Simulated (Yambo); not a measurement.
Crystal: MgS (Niningerite).

```
CELL_PARAMETERS angstrom
0.00000 2.60165 2.60165
2.60165 0.00000 2.60165
2.60165 2.60165 0.00000
ATOMIC_POSITIONS crystal
S 0.50000 0.50000 0.50000
Mg 0.00000 0.00000 0.00000
```

Base run:

```yaml
Program: Yambo 5.3.0
Functional: PBEsol
Potentials_or_basis: PseudoDojo 0.4.1 SR PBEsol standard
Cutoff: 1143 eV
Density_cutoff: 4572 eV
k_mesh: 6 × 6 × 6
Occupations: fixed
Spin: no spin polarisation
```

Its results: band gap on the k mesh, mean-field level 2.70 eV, indirect (least direct gap 3.59 eV).

**Question.** The run is repeated on the same cell with these changes: functional from PBEsol to LDA; potentials or basis from PseudoDojo 0.4.1 SR PBEsol standard to PseudoDojo 0.4.1 SR LDA standard. What comes out?

**Answer.** Band gap on the k mesh, mean-field level 2.56 eV, indirect (least direct gap 3.48 eV).

A k mesh can miss the band edges.
